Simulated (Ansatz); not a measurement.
# CH₅ClGaNO: basis-set convergence

How large a basis does CH₅ClGaNO need? Two functionals are run in growing sets.

The runs use Ansatz 0.2.0, Gaussian basis; one geometry, several basis sets.

Levels to be run: PBE0-D4/def2-SVP; ωB97M-V/def2-SVP; PBE0-D4/def2-QZVPP; ωB97M-V/def2-QZVPP; the functionals' def2-TZVPP values are taken from earlier runs.

## 1. Structure used throughout

An earlier PBE0-D4 in a triple-zeta def2 set relaxation fixed the geometry.

SMILES `C[O][Ga]([NH2])[Cl]`, 10 atoms, charge 0, spin multiplicity 1.

Atoms are counted from 1 here; the program's logs count them from 0.

Bond lengths: C1–O2 1.407 Å, C1–H6 1.098 Å, C1–H7 1.098 Å, C1–H8 1.093 Å, O2–Ga3 1.773 Å, Ga3–N4 1.803 Å, Ga3–Cl5 2.125 Å, N4–H9 1.005 Å, N4–H10 1.006 Å. Angles: O2–C1–H6 112.8°, O2–C1–H7 112.1°, O2–C1–H8 108.3°, H6–C1–H7 108.1°, H6–C1–H8 107.6°, H7–C1–H8 107.7°, C1–O2–Ga3 121.3°, O2–Ga3–N4 123.1°, O2–Ga3–Cl5 116.3°, N4–Ga3–Cl5 120.5°, Ga3–N4–H9 122.5°, Ga3–N4–H10 121.4°, H9–N4–H10 112.4°.

Coordinates:

```
C    -0.1689   -0.7137   -1.5687
O    -0.3151   -1.2820   -0.2899
Ga   -0.0818   -0.3181    1.1796
N     0.2864    1.4465    1.1513
Cl   -0.3632   -1.3327    3.0253
H    -0.7558    0.2055   -1.6947
H     0.8789   -0.4843   -1.8014
H    -0.5234   -1.4373   -2.3078
H     0.5946    1.9202    0.3197
H     0.5314    1.9446    1.9898
```

## 2. PBE0-D4 in def2-SVP

File in.yaml:

```yaml
crystal:
  periodic: [false, false, false]
  atoms:
    - {symbol: C, position_ang: [-0.168879, -0.713742, -1.568664]}
    - {symbol: O, position_ang: [-0.315054, -1.281968, -0.289854]}
    - {symbol: Ga, position_ang: [-0.081823, -0.318075, 1.179552]}
    - {symbol: N, position_ang: [0.286401, 1.446549, 1.151308]}
    - {symbol: Cl, position_ang: [-0.363164, -1.332666, 3.025250]}
    - {symbol: H, position_ang: [-0.755781, 0.205510, -1.694742]}
    - {symbol: H, position_ang: [0.878865, -0.484283, -1.801396]}
    - {symbol: H, position_ang: [-0.523424, -1.437324, -2.307839]}
    - {symbol: H, position_ang: [0.594551, 1.920238, 0.319735]}
    - {symbol: H, position_ang: [0.531409, 1.944561, 1.989751]}
basis:
  gaussian: {orbitals: def2-SVP}
hamiltonian: {xc: pbe0, dispersion: d4}
output: {orbitals: {seedname: orbitals}}
```

Command:

```console
ansatz run in.yaml --threads 4 --pin off --events-out ev --progress --plain --max-ram 10444MiB
```

Further steps of the session: ωB97M-V in def2-SVP; PBE0-D4 in def2-QZVPP; ωB97M-V in def2-QZVPP.

**Question.** What will the summary of the whole plan be? Wanted: PBE0-D4: double and triple zeta above quadruple; ωB97M-V: double and triple zeta above quadruple.

The runs gave:

```
                                       quantity           value
PBE0-D4: double and triple zeta above quadruple  18.47, 1.85 eV
ωB97M-V: double and triple zeta above quadruple  18.50, 1.78 eV
```

**Reading.** PBE0-D4 gains 16.62 eV from double to triple zeta, then 1.85 eV more. Total energies overstate the basis error of differences, where much of it tends to cancel. The LUMO of ωB97M-V is positive and keeps falling with the basis (1.45 to 0.75 eV): an unbound level that the basis holds in place.
